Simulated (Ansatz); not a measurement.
# C8H11NSi: the cost of one run

Computed with Ansatz 0.2.0, Gaussian basis. Level: BLYP/6-31G* with D3(BJ) dispersion.

## (1) The geometry

The structure was relaxed beforehand with PBE0-D4 in a triple-zeta def2 set.

21 atoms, charge 0, spin multiplicity 1.

Atoms are counted from 1 here; the program's logs count them from 0.

Bond lengths: C1–C2 1.332 Å, C1–H11 1.081 Å, C1–H12 1.082 Å, C2–N3 1.391 Å, C2–H13 1.087 Å, N3–Si4 1.742 Å, N3–C5 1.417 Å, Si4–H14 1.490 Å, Si4–H15 1.485 Å, Si4–H16 1.482 Å, C5–C6 1.390 Å, C5–C10 1.393 Å, C6–C7 1.388 Å, C6–H17 1.085 Å, C7–C8 1.384 Å, C7–H18 1.084 Å, C8–C9 1.390 Å, C8–H19 1.084 Å and more. Angles: C2–C1–H11 119.2°, C2–C1–H12 122.8°, H11–C1–H12 118.1°, C1–C2–N3 127.7°, C1–C2–H13 119.4°, N3–C2–H13 112.8°, C2–N3–Si4 120.8°, C2–N3–C5 120.1°, Si4–N3–C5 118.8°, N3–Si4–H14 113.4°, N3–Si4–H15 106.6°, N3–Si4–H16 108.3°, H14–Si4–H15 108.3°, H14–Si4–H16 108.5°, H15–Si4–H16 111.8°, N3–C5–C6 120.2°, N3–C5–C10 120.4°, C6–C5–C10 119.4° and more.

## (2) Dynamics

Input file in.yaml:

```yaml
crystal:
  periodic: [false, false, false]
  atoms:
    - {symbol: C, position_ang: [-0.130602, 2.503960, -1.098245]}
    - {symbol: C, position_ang: [-0.698959, 2.130407, 0.047054]}
    - {symbol: N, position_ang: [-0.713815, 0.860746, 0.616028]}
    - {symbol: Si, position_ang: [-1.812568, 0.476550, 1.912287]}
    - {symbol: C, position_ang: [0.068099, -0.178751, 0.054014]}
    - {symbol: C, position_ang: [-0.532773, -1.364377, -0.351253]}
    - {symbol: C, position_ang: [0.238762, -2.410365, -0.838370]}
    - {symbol: C, position_ang: [1.612188, -2.272606, -0.943370]}
    - {symbol: C, position_ang: [2.213401, -1.083523, -0.548641]}
    - {symbol: C, position_ang: [1.450935, -0.044378, -0.047569]}
    - {symbol: H, position_ang: [-0.197542, 3.537737, -1.406632]}
    - {symbol: H, position_ang: [0.401836, 1.814355, -1.740132]}
    - {symbol: H, position_ang: [-1.230438, 2.866399, 0.644313]}
    - {symbol: H, position_ang: [-3.096490, -0.116375, 1.444379]}
    - {symbol: H, position_ang: [-2.115243, 1.755226, 2.603286]}
    - {symbol: H, position_ang: [-1.147931, -0.492869, 2.815412]}
    - {symbol: H, position_ang: [-1.611560, -1.462491, -0.293598]}
    - {symbol: H, position_ang: [-0.242094, -3.331791, -1.146072]}
    - {symbol: H, position_ang: [2.214846, -3.086190, -1.329396]}
    - {symbol: H, position_ang: [3.289253, -0.970485, -0.620262]}
    - {symbol: H, position_ang: [1.916198, 0.879623, 0.273568]}
basis:
  gaussian: {orbitals: "6-31G*"}
hamiltonian: {xc: {name: BLYP}, dispersion: d3bj}
md: {timestep: 0.5 fs, n_steps: 50, ensemble: nve, temperature: 1500, initial_velocities: maxwell_boltzmann, seed: 352}
```

Launch:

```
$ ansatz run in.yaml --threads 4 --pin off --events-out ev --progress --plain --max-ram 46080MiB --backend cpu
```

Q: Estimate wall time and peak memory on 4 threads of AMD EPYC 7R13, shared host.

About 2 min, with a peak of 1.2 GiB.
